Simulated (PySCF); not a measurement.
**KS under other conditions**

How does KS answer to another spin, charge, distance or environment?

Program: PySCF 2.14.0. Level of theory: method and basis as typed in the scripts. These are calculated values, not measurements.

1 further run of the same task is left out (it didn't finish).

## (1) The starting structure

KS: 2 atoms, charge 0, spin multiplicity 2.

Bond lengths: K1–S2 2.861 Å.

## (2) The run that the others are compared with

input.py reads:

```python
from pyscf import gto, scf
from pyscf.prop.polarizability import uhf as pol

mol = gto.M(
    atom='K 0 0 0; S 0 0 2.861',
    basis='def2-svp',
    charge=0,
    spin=1,
    verbose=3,
)
mf = scf.UHF(mol)
mf.kernel()
print('polarizability (a.u.)')
print(pol.Polarizability(mf).polarizability().round(4))
mf.dip_moment()
print('orbital energies (hartree):', [e[max(0, n-3):n+3].round(4) for e, n in zip(mf.mo_energy, mol.nelec)])
```

Launch:

```
> OMP_NUM_THREADS=1 python input.py
```

The log of this run is left out.

In short: E(SCF) = -996.496084 Eh, ⟨S²⟩ = 0.757, μ = 10.69 D, α(xx, yy, zz) = 29.5, 23.9, 41.5 bohr³.

The bond length is a typed value, not an optimised one.

## (3) Sextet

Variant 1 changes spin (2S): 1 → 5.

input.py reads:

```python
from pyscf import gto, scf
from pyscf.prop.polarizability import uhf as pol

mol = gto.M(
    atom='K 0 0 0; S 0 0 2.861',
    basis='def2-svp',
    charge=0,
    spin=5,
    verbose=3,
)
mf = scf.UHF(mol)
mf.kernel()
print('polarizability (a.u.)')
print(pol.Polarizability(mf).polarizability().round(4))
mf.dip_moment()
print('orbital energies (hartree):', [e[max(0, n-3):n+3].round(4) for e, n in zip(mf.mo_energy, mol.nelec)])
```

Launch:

```
> OMP_NUM_THREADS=1 python input.py
```

## (4) Bond 3.576 Å

Variant 2 changes bond length: 2.861 Å → 3.576 Å.

Changes to input.py since step 2:

```diff
@@ -4,3 +4,3 @@
 mol = gto.M(
-    atom='K 0 0 0; S 0 0 2.861',
+    atom='K 0 0 0; S 0 0 3.576',
     basis='def2-svp',
```

## (5) Charge +2

Variant 3 changes charge: 0 → 2.

Changes to input.py since step 2:

```diff
@@ -6,3 +6,3 @@
     basis='def2-svp',
-    charge=0,
+    charge=2,
     spin=1,
```

## (6) Lengths in bohr

Variant 4 changes length unit: angstrom → bohr; bond length: 2.861 Å → 2.861 bohr.

Changes to input.py since step 2:

```diff
@@ -8,2 +8,3 @@
     spin=1,
+    unit='bohr',
     verbose=3,
```

What does the calculation give? Wanted: for each run, E(SCF); from base; gap, α spin; SCF dipole; after the SCF.

**Answer**, as computed:

| run | E(SCF) (hartree) | from base (eV) | gap, α spin (eV) | SCF dipole (D) | after the SCF |
| --- | --- | --- | --- | --- | --- |
| base | -996.496084 | 0 | 6.97 | 10.69 | mean α 31.6 bohr³ |
| sextet | -996.138969 | +9.7176 | 3.51 | 13.28 | mean α 211.0 bohr³ |
| bond 3.576 Å | -996.477035 | +0.5184 | 6.05 | 13.62 | mean α 41.0 bohr³ |
| charge +2 | -995.672469 | +22.4117 | 9.95 | n/a | n/a |
| lengths in bohr (poor choice) | -995.846985 | not comparable | 5.11 | 2.58 | mean α 178.8 bohr³ |

Of the runs whose energies can be compared, “sextet” moves the SCF energy most (+9.718 eV). The sextet solution found lies 9.72 eV above the base doublet at this geometry and level. Rows marked «poor choice» come from settings spoiled on purpose.
